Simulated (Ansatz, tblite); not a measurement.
# The cluster Cu4H5: one state, many levels

Aim: run the doublet of the cluster Cu4H5 at one geometry on many levels, and compare frontier levels, spin and run time.

Program: Ansatz 0.2.0, Gaussian basis. Level of theory: as each input shows. These are calculated values, not measurements.

Plan: GFN1-xTB, GFN2-xTB, PBE-D4/def2-TZVP, r2SCAN-D4/def2-TZVP, LC-ωPBE/def2-TZVP, LDA/def2-TZVP, B2PLYP/def2-TZVP, PBE-D4/def2-SVP, PBE0-D4/def2-SVP, CCSD(T)/def2-SVP, MP2/def2-TZVP.

3 further runs of the same task are left out: 3 set aside as unsound or not needed. Runs told in other sessions of the task aren't counted.

## Step 1: The geometry

The geometry is that of the doublet, from an earlier relaxation (r2SCAN-D4/def2-SVP). At that level it is the lowest of the isomers that a small search found.

9 atoms, charge 0, spin multiplicity 2.

Bond lengths: Cu1–Cu2 2.322 Å, Cu1–Cu4 2.321 Å, Cu1–H6 1.648 Å, Cu1–H7 1.837 Å, Cu1–H9 1.649 Å, Cu2–Cu3 2.321 Å, Cu2–H5 1.648 Å, Cu2–H6 1.648 Å, Cu2–H7 1.838 Å, Cu3–Cu4 2.322 Å, Cu3–H5 1.648 Å, Cu3–H7 1.839 Å, Cu3–H8 1.648 Å, Cu4–H7 1.838 Å, Cu4–H8 1.648 Å, Cu4–H9 1.648 Å. Angles: Cu2–Cu1–Cu4 90.0°, Cu2–Cu1–H6 45.2°, Cu2–Cu1–H7 50.8°, Cu2–Cu1–H9 134.9°, Cu4–Cu1–H6 134.8°, Cu4–Cu1–H7 50.8°, Cu4–Cu1–H9 45.2°, H6–Cu1–H7 92.2°, H6–Cu1–H9 170.4°, H7–Cu1–H9 92.2°, Cu1–Cu2–Cu3 90.0°, Cu1–Cu2–H5 134.8°, Cu1–Cu2–H6 45.2°, Cu1–Cu2–H7 50.8°, Cu3–Cu2–H5 45.2°, Cu3–Cu2–H6 134.8°, Cu3–Cu2–H7 50.9°, H5–Cu2–H6 170.3° and more.

No spin-orbit coupling is included.

PBE0-D4/def2-TZVP was run before; its log isn't repeated, and its numbers join the tables.

## Step 2: GFN1-xTB

Tight binding, by tblite at 300 K electronic temperature and without a spin-polarisation term:

```python
tblite.interface.Calculator('GFN1-xTB', numbers, positions, charge=0, uhf=1).singlepoint()
```

Energy -564.8284 eV; 0.006 s.

## Step 3: GFN2-xTB

Tight binding, by tblite at 300 K electronic temperature and without a spin-polarisation term:

```python
tblite.interface.Calculator('GFN2-xTB', numbers, positions, charge=0, uhf=1).singlepoint()
```

Energy -494.8499 eV; 0.006 s.

## Step 4: PBE-D4/def2-TZVP

start.molden holds the orbitals of an earlier run on this state, given as this run's starting guess.

The input, in.yaml:

```yaml
crystal:
  periodic: [false, false, false]
  atoms:
    - {symbol: Cu, position_ang: [-1.091686, 0.096216, -1.221955]}
    - {symbol: Cu, position_ang: [1.217355, -0.110272, -1.096332]}
    - {symbol: Cu, position_ang: [1.086427, -0.157392, 1.220475]}
    - {symbol: Cu, position_ang: [-1.222427, 0.051385, 1.095056]}
    - {symbol: H, position_ang: [2.295900, -0.374592, 0.121999]}
    - {symbol: H, position_ang: [0.115669, -0.123756, -2.322204]}
    - {symbol: H, position_ang: [0.069387, 0.793287, 0.018980]}
    - {symbol: H, position_ang: [-0.145205, -0.215153, 2.313929]}
    - {symbol: H, position_ang: [-2.325420, 0.040276, -0.129958]}
basis:
  gaussian: {orbitals: def2-TZVP, initial_orbitals: start.molden}
magnetization: {spin_polarized: true, initial_magnetization: 1}
hamiltonian: {xc: pbe, dispersion: d4}
scf: {omitted_lower_state_checks: [starts]}
output: {forces: true, orbitals: {seedname: orbitals}}
```

On the command line:

```
ansatz run in.yaml --threads 4 --pin off --events-out ev --progress --plain --max-ram 4787MiB
```

The runs that follow: r2SCAN-D4/def2-TZVP; LC-ωPBE/def2-TZVP; LDA/def2-TZVP; B2PLYP/def2-TZVP; PBE-D4/def2-SVP; PBE0-D4/def2-SVP; CCSD(T)/def2-SVP; MP2/def2-TZVP.

**Question.** What will the summary of the whole plan be? Wanted: gap in def2-TZVP, named functionals, smallest and largest; correlation energy, CCSD(T)/def2-SVP; correlation energy, MP2/def2-TZVP; binding an atom, CCSD(T)/def2-SVP; ⟨S²⟩ in def2-TZVP, named functionals, smallest and largest; PBE0 total energy, smallest basis above largest.

The runs gave:

```
                                                  quantity                             value
 gap in def2-TZVP, named functionals, smallest and largest  0.34 eV (LDA), 6.42 eV (LC-ωPBE)
                      correlation energy, CCSD(T)/def2-SVP                         -36.72 eV
                         correlation energy, MP2/def2-TZVP                         -52.12 eV
                         binding an atom, CCSD(T)/def2-SVP                          2.073 eV
⟨S²⟩ in def2-TZVP, named functionals, smallest and largest                      0.751, 0.768
           PBE0 total energy, smallest basis above largest    26.29 eV (def2-SVP, def2-TZVP)
```

**Reading.** Orbital gaps of the named functionals in def2-TZVP span 0.34 eV (LDA) to 6.42 eV (LC-ωPBE); exact exchange widens it. The functionals in def2-TZVP miss CCSD(T)/def2-SVP by -0.026 (PBE0-D4) to +0.524 eV (LDA) an atom. The yardstick is in a double-zeta basis, so levels in larger sets aren't compared like for like. The reference is CCSD(T) in one finite basis, so it carries an error of its own, often a tenth of an eV or more, and near misses can't be ranked. Over the named functionals in def2-TZVP spin contamination reaches 0.02 (LC-ωPBE), which is small.
